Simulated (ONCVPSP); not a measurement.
# Pseudopotential generation for Pm: ONCV, LDA (Perdew-Wang 92)

Aim: build the potential from the settings below, then test how well it stands in for the atom: other configurations, scattering, ghost states and the plane-wave cutoff that it needs.

Method: ONCVPSP 4.0.1.1 (patched build), LDA (Perdew-Wang 92), scalar-relativistic.

**1. The design**

Typed settings, in words:

```
element                 : promethium (Pm, Z = 61)
type                    : optimised norm-conserving Vanderbilt (ONCV)
frozen core             : [Kr] 4d10
valence charge          : 15
reference configuration : 4f5 5s2 5p6 6s1 (charge +1)
partial waves           : 5s+6s: rc 2.00 bohr, ncon 4, nbas 8, qcut 5.6 1/bohr, 2 projectors; 5p: rc 2.25 bohr, ncon 4, nbas 8, qcut 7.6 1/bohr, 2 projectors, debl 2.3 Ha; d scattering state at 0.34 Ha: rc 2.20 bohr, ncon 4, nbas 8, qcut 4.6 1/bohr, 3 projectors, debl 0.6 Ha; 4f: rc 1.40 bohr, ncon 4, nbas 8, qcut 13.4 1/bohr, 2 projectors, debl 0.4 Ha
local potential         : polynomial inside 1.30 bohr (lpopt 5, dvloc0 0 Ha)
core correction         : Teter function fitted to the true core (icmod 2), fcfact 0.55
```

The outer shells as boxes (Hund's rule for the drawing; the calculation is spin-unpolarised):

```
[Kr] core
4d [↑↓][↑↓][↑↓][↑↓][↑↓]
4f [↑ ][↑ ][↑ ][↑ ][↑ ][  ][  ]
5s [↑↓]
5p [↑↓][↑↓][↑↓]
6s [↑ ]
```

The nodes and maxima of the atom's own shells, from an earlier all-electron run, set the scale for the radii.

All-electron outer shells of the reference configuration (LDA (PZ), scalar-relativistic, ld1.x):

| shell | level (eV) | outermost node (bohr) | outermost maximum (bohr) |
| --- | --- | --- | --- |
| 5s | -48.13 | 0.70 | 1.29 |
| 5p | -28.88 | 0.75 | 1.46 |
| 6s | -8.57 | 1.72 | 3.45 |
| 4f | -8.42 | – | 0.64 |
| 5d | -7.50 | 0.86 | 2.15 |
| 6p | -5.42 | 2.06 | 4.38 |

**2. Generation**

Input file Pm.dat:

```
# ATOM AND REFERENCE CONFIGURATION
# atsym  z   nc   nv     iexc    psfile
  Pm 61.00    9    4  -001012      upf
#
#   n    l    f
    1    0    2.00
    2    0    2.00
    2    1    6.00
    3    0    2.00
    3    1    6.00
    3    2   10.00
    4    0    2.00
    4    1    6.00
    4    2   10.00
    4    3    5.00
    5    0    2.00
    5    1    6.00
    6    0    1.00
#
# PSEUDOPOTENTIAL AND OPTIMIZATION
# lmax
    3
#
#   l,   rc,      ep,       ncon, nbas, qcut
    0    2.00    0.00    4    8    5.60
    1    2.25    0.00    4    8    7.60
    2    2.20    0.34    4    8    4.60
    3    1.40    0.00    4    8   13.40
#
# LOCAL POTENTIAL
# lloc, lpopt,  rc(5),   dvloc0
    4    5    1.30    0.00
#
# VANDERBILT-KLEINMAN-BYLANDER PROJECTORs
# l, nproj, debl
    0    2    3.40
    1    2    2.30
    2    3    0.60
    3    2    0.40
#
# MODEL CORE CHARGE
# icmod, fcfact, rcfact
    2    0.55    1.00
#
# LOG DERIVATIVE ANALYSIS
# epsh1, epsh2, depsh
   -3.00    5.00    0.02
#
# OUTPUT GRID
# rlmax, drl
    6.00    0.01
#
# TEST CONFIGURATIONS
# ncnf
    4
# nvcnf
#   n    l    f
    4
    4    3    5.00
    5    0    2.00
    5    1    6.00
    6    0    2.00
#
    4
    4    3    5.00
    5    0    2.00
    5    1    6.00
    6    0    0.00
#
    4
    4    3    4.00
    5    0    2.00
    5    1    6.00
    6    0    0.00
#
    5
    4    3    5.00
    5    0    2.00
    5    1    6.00
    6    0    1.00
    6    1    1.00
#
```

The run is started by

```bash
$ oncvpsp.x < Pm.dat > Pm.out
```

**Question.** What will these runs give? Wanted: cutoffs for 1 and 0.1 mHa per electron, occupied waves; bound ghosts; GHOST(+) flags; largest test error; largest phase difference near zero energy, channels read; rms error of d²Exc/dn², without and with the model core; projector energies reset by the program.

The runs gave:

```
                                                quantity                                                                     value
  cutoffs for 1 and 0.1 mHa per electron, occupied waves                                                           70 Ha and 77 Ha
                                            bound ghosts  none below the valence levels; a pole at negative energy in s is suspect
                                          GHOST(+) flags                                                   s at -4 eV, p at 167 eV
                            largest test error (AE − PS)                           -2.7 meV, for 4f5 5s2 5p6 6s0 (1 test unsolved)
largest phase difference near zero energy, channels read                                                                 3.141 rad
 rms error of d²Exc/dn², without and with the model core                                                         8.62 and 2.00 mHa
                 projector energies reset by the program                                                 d: 0.050, 0.650, 1.250 Ha
```

**Reading.** The worst unpolarised test, 4f5 5s2 5p6 6s0, is off by 2.7 meV on 11.1 eV; by total energies transferability rates as very good where solved. Of the tests 1 gave no usable energy difference, which is a warning in itself. It counts as very hard, with 70 Ha needed at the looser tolerance. At the looser tolerance the 4f wave is the slowest; 5p needs 14 Ha. The ghost test, which looks below the valence levels, finds nothing, but the pseudo curve has an extra pole at negative energy (s at -0.12 Ha): a spurious bound state among the atom's levels is likely, and the file can't be cleared. Of the channels read, s scatters worst near zero energy, by up to 3.14 rad. A step near π is an extra or missing state, not a misfit of shape. The pseudo curves have a pole with no partner nearby in the atom's: s at -0.12 Ha. The program also flags highly localised states, GHOST(+) (s, p).
